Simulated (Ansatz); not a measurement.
**BGe₂H (singlet): wave-function methods side by side at a displaced geometry (v1), cc-pVDZ**

One table from this session's results is given with a row withheld; the runs are named, their logs left out.

Program: Ansatz 0.2.0, Gaussian basis. Level of theory: cc-pVDZ, core rule «outside noble gas», up to 29 orbitals frozen. These are calculated values, not measurements.

To be run: UHF; CCSD(T) on RHF; CCSD(T) on UHF; BCCD(T) on RHF; CISD; CCSDT(Q) on RHF; CCSDT(Q) on UHF; CASSCF and MRCISD+Q, 8 electrons in 8 orbitals; CASSCF and NEVPT2, 8 electrons in 8 orbitals.

24 further runs of the same task are left out: 13 that didn't finish, 11 set aside as unsound or not needed. Runs told in other sessions of the task aren't counted.

## The system

The geometry is a PBE0/def2-TZVP stationary point (not a proven minimum) with its atoms shifted at random (size 0.040 Å). No spin-orbit coupling is included. The filled d shell of Ge may be among the frozen orbitals whatever the setting's name suggests.

4 atoms, charge 0, spin multiplicity 1.

Atoms are counted from 1 here; the program's logs count them from 0.

Bond lengths: Ge1–B2 1.931 Å, B2–Ge3 1.933 Å, B2–H4 1.199 Å. Angles: Ge1–B2–Ge3 112.7°, Ge1–B2–H4 125.0°, Ge3–B2–H4 122.3°.

Set-up of the first run:

in.yaml

```yaml
crystal:
  periodic: [false, false, false]
  atoms:
    - {symbol: Ge, position_ang: [-0.021378, -0.109816, 1.606601]}
    - {symbol: B, position_ang: [-0.022211, 0.982431, 0.014629]}
    - {symbol: Ge, position_ang: [0.025753, -0.066649, -1.608803]}
    - {symbol: H, position_ang: [-0.077024, 2.180010, 0.001818]}
basis:
  gaussian: {orbitals: cc-pVDZ}
magnetization: {spin_polarized: true, initial_magnetization: 0}
hamiltonian: {xc: hf}
output: {orbitals: {seedname: orbitals}}
```

The run is started by

```console
$ ansatz run in.yaml --threads 1 --pin off --events-out ev --progress --plain --max-ram 2393MiB
```

Among the steps run: UHF; CCSD(T) on RHF; CCSD(T) on UHF; BCCD(T) on RHF; CISD; CCSDT(Q) on RHF; CCSDT(Q) on UHF; CASSCF and MRCISD+Q, 8 electrons in 8 orbitals; CASSCF and NEVPT2, 8 electrons in 8 orbitals.

One table of the session follows, with a row left open; its other results are not shown here.

| method | from RCCSDT(Q) (kJ/mol) |
| --- | --- |
| RHF | ? |
| UHF | +723.8 |
| RMP2 | +146.3 |
| UMP2 | +203.6 |
| CISD | +139.3 |
| RCCSD | +54.2 |
| UCCSD | +59.3 |
| RCCSD(T) | +11.6 |
| UCCSD(T) | +20.0 |
| BCCD(T) | +10.6 |
| RCCSDT | +5.9 |
| UCCSDT | +7.3 |
| RCCSDT(Q) | 0 |
| UCCSDT(Q) | -0.4 |
| CASSCF frontier | +574.9 |
| MRCISD frontier | +82.0 |
| MRCISD+Q frontier | +14.3 |

Q: Estimate the row for RHF from the others.

**Answer.** from RCCSDT(Q) (kJ/mol): +757.9. In the column «from RCCSDT(Q) (kJ/mol)» it is the highest.

Not comparable, so not listed: CASSCF and NEVPT2, 8 electrons in 8 orbitals (they don't share determinant, frozen orbitals or solution with the rows shown, or repeat one).

Limits of these values: The determinant of HF (⟨S²⟩ 1.15) is far from a pure spin state, so its energy mixes those of several spin states; that is harmless only where they are near-degenerate. The determinant of CCSD(T) (⟨S²⟩ 1.15) is far from a pure spin state, so its energy mixes those of several spin states; high orders of coupled cluster remove much of that, low ones don't. The determinant of CCSDT(Q) (⟨S²⟩ 1.15) is far from a pure spin state, so its energy mixes those of several spin states; high orders of coupled cluster remove much of that, low ones don't. Warnings: restricted reference is unstable; spin contamination; large T1 diagnostic. Restricted and unrestricted rows rest on different reference determinants; a gap between their highest levels can come from leftover correlation error, from unlike frozen cores or from another state. Warnings in the runs' records: passed over end.
